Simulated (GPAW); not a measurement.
The system is Co3Ir.

```
CELL_PARAMETERS angstrom
3.58256 0.00000 0.00000
0.00000 3.58256 0.00000
0.00000 0.00000 3.58256
ATOMIC_POSITIONS crystal
Ir 0.00000 0.00000 0.00000
Co 0.50000 0.50000 0.00000
Co 0.50000 0.00000 0.50000
Co 0.00000 0.50000 0.50000
```

The cell comes from a database or a generator and needn't be the stable form of this composition.

Base run:

```yaml
Program: GPAW 26.7.0
Functional: PBEsol
Potentials_or_basis: PAW data sets generated in the run's folder for this functional
Cutoff: 600 eV
Basis: pw
k_mesh: 8 × 8 × 8
Occupations: fermi-dirac, width 0.05 eV
Spin: collinear spin, ferromagnetic start
Starting_moments: "[0.6, 2.0, 2.0, 2.0] μB"
Hubbard_terms: Co d U = 3 eV
```

Its results: pressure 13.6 GPa; net moment 6.91 μB per cell; site moments Ir +0.63; Co +2.15 μB.

Question: The run is repeated on the same cell with these changes: hubbard terms from Co d U = 3 eV to none. What comes out?

Answer: Pressure -2.9 GPa; net moment 4.75 μB per cell; site moments Ir +0.48; Co +1.46 μB.

Caveats: the U is typed as a test and isn't derived for this compound (some runs).
